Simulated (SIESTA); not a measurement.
DyAgB4F16:

```xyz
22
Lattice="5.4054 -0.1248 -0.0296 0.1513 6.8721 0.1623 0.5296 1.2589 9.4210" Properties=species:S:1:pos:R:3 pbc="T T T"
Dy    3.0611    0.7190    4.4394
Ag    0.6849    7.8562    9.4531
B     5.5055    1.7583    3.0167
B     3.4402    2.4965    7.5507
B     2.8009    5.8142    2.2359
B     5.8404    5.7874    6.3339
F     1.3107    2.1302    3.7836
F     5.1476    0.3764    3.2725
F     0.2230    2.1515    1.7310
F     4.4203    2.4658    3.6485
F     3.0675    3.7853    7.7326
F     4.8237    2.2806    7.6538
F     2.7566    1.5749    8.3611
F     3.0844    2.1159    6.1158
F     1.5849    5.3733    1.7772
F     2.6507    0.4118    2.1505
F     2.9742    5.4852    3.6520
F     3.8727    5.3689    1.5018
F     0.4297    4.7073    5.7646
F     1.5209    6.7547    5.7822
F     0.5588    5.9421    7.7249
F     4.6014    6.5330    5.9712
```

The cell was built by a generator and needn't be a form met in nature.

- Program: SIESTA 5.4.2
- Task: single point
- Functional: PBE
- Potentials or basis: PseudoDojo 0.4 standard with PseudoDojo 3+ lanthanides (4f in the core) (PBE files)
- Basis: DZP (energy shift 0.003 Ry; two zetas on semicore shells)
- Grid cutoff: 800 Ry
- Energy shift: 0.003 Ry
- k mesh: 5 × 4 × 3
- Occupations: fermi-dirac, width 0.05 eV
- Spin: collinear spin, ferromagnetic start
- Starting moments: [5.0, 0.0, 0.0, 0.0, 0.0, 0.0, 0.0, 0.0, 0.0, 0.0, 0.0, 0.0, 0.0, 0.0, 0.0, 0.0, 0.0, 0.0, 0.0, 0.0, 0.0, 0.0] μB

On this cell: pressure 0.6 GPa; largest force 0.588 eV/Å; net moment 0.00 μB per cell; band gap on the k mesh 4.31 eV, indirect (least direct gap 4.33 eV).

The same run follows on a disturbed copy (atoms moved at random, drawn with an rms of 0.05 Å):

```xyz
22
Lattice="5.4054 -0.1248 -0.0296 0.1513 6.8721 0.1623 0.5296 1.2589 9.4210" Properties=species:S:1:pos:R:3 pbc="T T T"
Dy    3.0510    0.7171    4.3645
Ag    0.6948    7.8093    9.4815
B     5.5069    1.8093    3.0398
B     3.4105    2.5313    7.5636
B     2.7619    5.8485    2.2477
B     5.8685    5.8118    6.3323
F     1.2851    2.1348    3.7977
F     5.1358    0.3862    3.2105
F     0.2378    2.1322    1.7319
F     4.4956    2.4853    3.6986
F     3.0946    3.7990    7.7075
F     4.8539    2.2958    7.6632
F     2.8085    1.5607    8.3564
F     3.1153    2.0821    6.1451
F     1.5383    5.3925    1.7953
F     2.6486    0.4257    2.1745
F     2.9433    5.4711    3.6040
F     3.8428    5.3337    1.5448
F     0.4310    4.6721    5.7251
F     1.4879    6.7907    5.8453
F     0.5030    5.9922    7.7036
F     4.5761    6.5020    6.0006
```

**Question.** What changes?

**Answer.** The energy moves by +24.4 meV/atom; pressure 1.1 GPa; largest force 2.962 eV/Å; net moment 0.00 μB per cell; band gap on the k mesh 4.23 eV, indirect (least direct gap 4.27 eV).

Forces in eV/Å, atoms in the order of the input:
```
Dy   0.462 -0.052  1.580
Ag  -0.136  0.191 -0.236
B    0.272 -1.328 -1.169
B    2.186 -1.925 -0.535
B    0.264 -1.031 -0.853
B   -1.239 -1.528 -1.160
F    1.329  0.165  0.597
F   -0.215 -0.291  0.502
F    0.015  0.535 -0.328
F   -1.485  0.894  0.482
F   -0.808  1.717  0.271
F   -0.276  0.114  0.160
F   -0.785 -0.239  0.737
F   -0.323 -0.061 -0.902
F   -0.303  0.154 -0.230
F   -0.191  0.748 -0.648
F   -0.012 -0.161  1.670
F    0.111  0.277 -0.484
F    0.321  1.308  0.620
F    0.990  0.514 -0.876
F    0.394 -0.421  1.650
F   -0.570  0.416 -0.848
```

Stress tensor (GPa, compression positive):
```
 0.76 -0.05 -0.11
-0.05  0.39 -0.96
-0.11 -0.96  2.10
```

Caveats: the magnetic or orbital state may not be the lowest; short orbitals over semicore shells can move pressures by several GPa; spin-orbit coupling is left out, which moves the levels of the heavy elements; an odd mesh through Γ misses points on the zone boundary, where band edges often lie; the 4f electrons are frozen in the core as for a trivalent ion, so they carry no moment and show no levels; the basis of atomic orbitals isn't converged, which shifts pressures, moduli and gaps.
